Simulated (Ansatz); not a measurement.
# Rh: the cost of one run

Program: Ansatz 0.2.0. Level of theory: DFT, LDA, PAW with Ansatz's default frozen-core files, scalar-relativistic. These are calculated values, not measurements.

This is Rh in the hcp structure; at room conditions it is fcc.

1 further run of the same task is left out (set aside as unsound or not needed).

## Step 1: The starting structure

It takes space group P6_3/mmc (No. 194, hexagonal). Conventional cell: a = 2.731 Å, b = 2.731 Å, c = 4.428 Å, α = 90.00°, β = 90.00°, γ = 120.00°. Rh (site symmetry -6m2) is surrounded by 12 Rh at 2.72 to 2.73 Å.

As a file:

```xyz
2
Lattice="2.7310 0.0000 0.0000 -1.3655 2.3651 0.0000 0.0000 0.0000 4.4285" Properties=species:S:1:pos:R:3 pbc="T T T"
Rh    1.3655    0.7884    3.3214
Rh    0.0000    1.5767    1.1071
```

Atoms are numbered in the order of the input: Rh1, Rh2.

## Step 2: Free moments from the typed start, PAW

input.yaml

```yaml
crystal:
  lattice:
    - [2.7309790422, 0.0, 0.0]
    - [-1.3654895211, 2.3650972278, 0.0]
    - [0.0, 0.0, 4.428489]
  atoms:
    - { symbol: Rh, position: [0.6666666667, 0.3333333333, 0.75], spin: 1.0 }
    - { symbol: Rh, position: [0.3333333333, 0.6666666667, 0.25], spin: 1.0 }
magnetization:
  spin_polarized: true
kpoints:
  mp_grid: { grid: [16, 16, 9] }
scf:
  occupations: { method: fermi_dirac, width: 0.05 }
  lower_state_search: "off"
hamiltonian:
  xc: lda
  pseudopotentials: { kind: paw }
output:
  forces: true
  stress: true
  eigenvalues: true
  populations: true
  dos: { projected: true, de: 0.1, e_range: [-8, 5] }
  write_density: true
  write_potential: true
  elf: true
  volumetric_format: npy
```

Run with:

```bash
$ ansatz run input.yaml --threads 1 --pin off --max-ram 3072MiB --backend cpu --events-out ev --progress --plain --runs-dir out
```

**Question.** How long does this run take on 1 thread of Arm Neoverse V1, shared host, and how much memory does it need?

About 25 s, with a peak of 0.38 GiB.
